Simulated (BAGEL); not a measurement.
# triplet GeSiH5F: UHF/3-21G (density fitting with qzvpp-jkfit)

Wanted: a single-point energy of triplet GeSiH5F. 

The results are computed with BAGEL 1.2.2.

3 further runs of the same task are left out: 1 that didn't finish, 2 set aside as unsound or not needed.

### Step 1. Starting point

GeSiH5F has 8 atoms, charge 0, and is taken as a triplet. SMILES of the parent species: `[F][GeH2][SiH3]`. Geometry: relaxed at PBE0-D4/def2-TZVP. That shape belongs to the parent species and isn't relaxed for this state.

Bond lengths: F1–Ge2 1.751 Å, Ge2–Si3 2.384 Å, Ge2–H4 1.539 Å, Ge2–H5 1.539 Å, Si3–H6 1.484 Å, Si3–H7 1.487 Å, Si3–H8 1.484 Å. Some angles: F1–Ge2–Si3 106.5°, F1–Ge2–H4 105.4°, F1–Ge2–H5 105.4°, Si3–Ge2–H4 114.3°, Si3–Ge2–H5 114.3°, Ge2–Si3–H6 109.6°, Ge2–Si3–H7 108.6°, Ge2–Si3–H8 109.6°, H4–Ge2–H5 110.1°, H6–Si3–H7 109.5°.

### Step 2. The energy at UHF/3-21G (density fitting with qzvpp-jkfit)

input.json

```json
{ "bagel": [

{
  "title": "molecule",
  "basis": "3-21g",
  "df_basis": "qzvpp-jkfit",
  "angstrom": true,
  "geometry": [
    { "atom": "F", "xyz": [   -2.004400,    1.117400,   -0.231100 ] },
    { "atom": "Ge", "xyz": [   -0.457300,    0.603500,   -0.870600 ] },
    { "atom": "Si", "xyz": [    0.596000,   -0.672200,    0.846600 ] },
    { "atom": "H", "xyz": [   -0.786700,   -0.198700,   -2.142400 ] },
    { "atom": "H", "xyz": [    0.284000,    1.901000,   -1.239500 ] },
    { "atom": "H", "xyz": [    0.792000,    0.176100,    2.048900 ] },
    { "atom": "H", "xyz": [    1.917000,   -1.138600,    0.347700 ] },
    { "atom": "H", "xyz": [   -0.248200,   -1.845400,    1.184800 ] }
  ]
},
{ "title": "uhf", "nopen": 2 },
{ "title": "print", "file": "orbitals.molden", "orbitals": true }

]}
```

On the command line:

```console
BAGEL_NUM_THREADS=1 BAGEL input.json > input.out
```

The log of the run:

```text
* using 1 threads per process

  ===============================================================
  ===============================================================

  *** Geometry ***

  { "atom" : "F", "xyz" : [     -3.787767,      2.111580,     -0.436716 ] },
  { "atom" : "Ge", "xyz" : [     -0.864172,      1.140450,     -1.645196 ] },
  { "atom" : "Si", "xyz" : [      1.126277,     -1.270274,      1.599842 ] },
  { "atom" : "H", "xyz" : [     -1.486648,     -0.375489,     -4.048549 ] },
  { "atom" : "H", "xyz" : [      0.536682,      3.592369,     -2.342316 ] },
  { "atom" : "H", "xyz" : [      1.496663,      0.332781,      3.871860 ] },
  { "atom" : "H", "xyz" : [      3.622605,     -2.151642,      0.657058 ] },
  { "atom" : "H", "xyz" : [     -0.469030,     -3.487301,      2.238948 ] },

  Number of auxiliary basis functions:      561

  Since a DF basis is specified, we compute 2- and 3-index integrals:
    o Being stored without compression. Storage requirement is 0.013 GB

  Number of basis functions:       54
  Number of electrons      :       60

    * METHOD: MOLECULE                             0.26

  *** Open-shell HF ***

  === Nuclear Repulsion ===
   272.6403222070

      * DIIS with orbital gradients will be used.

  === UHF iteration (3-21g) ===
      0      -2454.13984794          0.03985863           0.12
      1      -2454.21720125          0.03441260           0.12
      2      -2454.25813256          0.02455372           0.12
      3      -2454.29488058          0.00137266           0.12
      4      -2454.29622263          0.00081315           0.12
      5      -2454.29716592          0.00050529           0.12
      6      -2454.29797151          0.00032074           0.12
      7      -2454.29845712          0.00025901           0.12
      8      -2454.29887976          0.00022100           0.12
      9      -2454.29938148          0.00018528           0.12
     10      -2454.29971981          0.00013656           0.12
     11      -2454.29991674          0.00009185           0.12
     12      -2454.30002717          0.00005593           0.11
     13      -2454.30003048          0.00003621           0.11
     14      -2454.30003846          0.00001927           0.12
     15      -2454.30004023          0.00000694           0.11
     16      -2454.30004030          0.00000448           0.12
     17      -2454.30004041          0.00000233           0.12
     18      -2454.30004047          0.00000133           0.11
     19      -2454.30004049          0.00000084           0.11
     20      -2454.30004050          0.00000041           0.11
     21      -2454.30004050          0.00000021           0.11
     22      -2454.30004050          0.00000012           0.11
     23      -2454.30004050          0.00000007           0.11
     24      -2454.30004050          0.00000004           0.11
     25      -2454.30004050          0.00000003           0.11
     26      -2454.30004050          0.00000001           0.11
     27      -2454.30004050          0.00000001           0.11
    * SCF iteration converged.

    * S^2 (UHF) is 2.0066

    * Permanent dipole moment:
           (   -0.986676,     0.553819,    -0.116355) a.u.

    * METHOD: UHF                                  3.41

    * METHOD: PRINT                                0.01

  ===============================================================
```

Run time: 3.9 s. Hardware: 1 thread of Arm Neoverse V1, shared host; peak memory 0.1 GiB.

### Step 3. What came out

Level: UHF/3-21G (density fitting with qzvpp-jkfit).

```
     quantity           value
 total energy  -2454.30004 Eh
dipole moment          2.89 D
         ⟨S²⟩           2.007
```
